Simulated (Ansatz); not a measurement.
# HgTe: the cost of one run

Method: DFT r2SCAN, scalar-relativistic, plane waves, PAW, in Ansatz 0.2.0.

The COD entry's cell or inner coordinates are ideal or old and differ from later refinements, so a difference from it is no clean test against experiment.

1 further run of the same task is left out (set aside as unsound or not needed).

### Step 1. The starting structure

It takes space group F-43m (No. 216, cubic). Conventional cell: a = 6.556 Å, b = 6.556 Å, c = 6.556 Å, α = 90.00°, β = 90.00°, γ = 90.00°. Cd (site symmetry -43m) is surrounded by 4 Te at 2.84 Å. Around Te (site symmetry -43m) lie 4 Cd at 2.84 Å.

Structure file:

```xyz
2
Lattice="0.0000 3.2779 3.2779 3.2779 0.0000 3.2779 3.2779 3.2779 0.0000" Properties=species:S:1:pos:R:3 pbc="T T T"
Cd    0.0000    0.0000    0.0000
Te    1.6389    1.6389    1.6389
```

It is the result of an earlier relaxation at this level (volume 35.22 Å³/atom; gap on the mesh: 1.17 eV).

### Step 2. The partner compound

HgTe is put into the same structure and relaxed.

The cell holds 1 Hg, 1 Te: a = 4.649 Å, b = 4.649 Å, c = 4.649 Å, α = 60.00°, β = 60.00°, γ = 60.00°.

### Step 3. A first look at the start (HgTe)

input.yaml reads:

```yaml
crystal:
  lattice:
    - [0.0, 3.2876126894, 3.2876126894]
    - [3.2876126894, 0.0, 3.2876126894]
    - [3.2876126894, 3.2876126894, 0.0]
  atoms:
    - { symbol: Hg, position: [0.0, 0.0, 0.0] }
    - { symbol: Te, position: [0.25, 0.25, 0.25] }
basis:
  ecutwfc: 500
kpoints:
  mp_grid: { grid: [6, 6, 6] }
hamiltonian:
  xc: r2scan
scf:
  occupations: { method: gaussian, width: 0.1 }
output:
  forces: true
  stress: true
  eigenvalues: true
```

Command:

```
$ ansatz run input.yaml --threads 2 --pin off --max-ram 5120MiB --backend cpu --events-out ev --progress --plain --runs-dir out
```

**Question.** How long does this run take on 2 threads of Arm Neoverse V2, shared host, and how much memory does it need?

About 3.1 s, with a peak of 0.52 GiB.
